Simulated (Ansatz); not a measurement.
# C₂H₈FNSi: one species, many methods

How much do the methods differ for C₂H₈FNSi? The plan is to run it at one geometry with functionals of several rungs and with coupled cluster, and see how far each lands from CCSD(T) at the basis-set limit for the atomisation energy.

Program: Ansatz 0.2.0, Gaussian basis. Level of theory: functionals in def2-TZVPP, the program's frozen cores in correlated methods. These are calculated values, not measurements.

Plan: PBE-D4, r2SCAN-D4, PBE0-D4, B3LYP-D4, ωB97X-V, ωB97M-V, B2PLYP; CCSD(T)/def2-TZVPP; MP2/def2-QZVPP; extrapolation to the limit.

**1. The geometry**

An earlier PBE0-D4 in a triple-zeta def2 set relaxation fixed the geometry.

SMILES `CN([SiH3])CF`, 13 atoms, charge 0, spin multiplicity 1.

Atoms are counted from 1 here; the program's logs count them from 0.

Bond lengths: C1–N2 1.452 Å, C1–H6 1.095 Å, C1–H7 1.092 Å, C1–H8 1.095 Å, N2–Si3 1.733 Å, N2–C4 1.401 Å, Si3–H9 1.490 Å, Si3–H10 1.486 Å, Si3–H11 1.484 Å, C4–F5 1.405 Å, C4–H12 1.095 Å, C4–H13 1.092 Å. Angles: N2–C1–H6 112.7°, N2–C1–H7 109.9°, N2–C1–H8 109.9°, H6–C1–H7 108.2°, H6–C1–H8 108.2°, H7–C1–H8 107.7°, C1–N2–Si3 119.4°, C1–N2–C4 115.6°, Si3–N2–C4 121.3°, N2–Si3–H9 114.3°, N2–Si3–H10 107.8°, N2–Si3–H11 106.9°, H9–Si3–H10 107.5°, H9–Si3–H11 109.1°, H10–Si3–H11 111.2°, N2–C4–F5 112.7°, N2–C4–H12 110.9°, N2–C4–H13 110.7° and more.

**2. PBE-D4 (GGA)**

Input file in.yaml:

```yaml
crystal:
  periodic: [false, false, false]
  atoms:
    - {symbol: C, position_ang: [-0.463391, 0.459943, 1.321974]}
    - {symbol: N, position_ang: [0.134526, 0.178359, 0.029244]}
    - {symbol: Si, position_ang: [0.867408, -1.367625, -0.249425]}
    - {symbol: C, position_ang: [-0.317164, 0.971867, -1.033164]}
    - {symbol: F, position_ang: [-1.620584, 0.641366, -1.441338]}
    - {symbol: H, position_ang: [-1.513594, 0.153589, 1.378444]}
    - {symbol: H, position_ang: [0.086920, -0.061346, 2.108623]}
    - {symbol: H, position_ang: [-0.408479, 1.532861, 1.533138]}
    - {symbol: H, position_ang: [-0.093057, -2.506691, -0.267637]}
    - {symbol: H, position_ang: [1.836044, -1.616744, 0.850075]}
    - {symbol: H, position_ang: [1.553859, -1.290012, -1.563067]}
    - {symbol: H, position_ang: [-0.362660, 2.026811, -0.741584]}
    - {symbol: H, position_ang: [0.320673, 0.842920, -1.910383]}
basis:
  gaussian: {orbitals: def2-TZVPP}
hamiltonian: {xc: pbe, dispersion: d4}
output: {forces: true, orbitals: {seedname: orbitals}}
```

Run with:

```console
> ansatz run in.yaml --threads 4 --pin off --events-out ev --progress --plain --max-ram 10444MiB
```

The runs that follow: r2SCAN-D4 (meta-GGA); PBE0-D4 (hybrid); B3LYP-D4 (hybrid); ωB97X-V (range-separated); ωB97M-V (range-separated); B2PLYP (double hybrid); CCSD(T) in def2-TZVPP; MP2 in def2-QZVPP.

Q: Predict the results of all the runs planned. Wanted: atomisation energy, CCSD(T)/CBS; farthest; mean size of error, hybrid; mean size of error, range-separated; gap, smallest and largest; T1 diagnostic; triples share of the correlation energy.

The runs gave:

| quantity | value |
| --- | --- |
| atomisation energy, CCSD(T)/CBS | 4631.8 kJ/mol |
| functionals within 23.2 kJ/mol (0.5 %) | r2SCAN-D4, PBE0-D4, B3LYP-D4, ωB97M-V |
| farthest | PBE-D4 (+70.2 kJ/mol) |
| mean size of error, hybrid | 8.1 kJ/mol |
| mean size of error, range-separated | 20.3 kJ/mol |
| gap, smallest and largest | 5.50 eV (PBE-D4), 12.06 eV (ωB97X-V) |
| T1 diagnostic | 0.0112 |
| triples share of the correlation energy | 3.4 % |

What this shows: PBE-D4 misses by +70.2 kJ/mol. Double hybrids carry the basis error of their MP2 part in triple zeta, and no dispersion term here, so their miss is partly the set-up's. The reference freezes the cores and leaves out relativity and excitations past (T), so misses under about 23.2 kJ/mol can't be ranked. Hartree-Fock recovers 73 % of the binding; the rest is correlation. The gap grows from 5.5 to 12.1 eV across the functionals, mostly with the share of exact exchange.
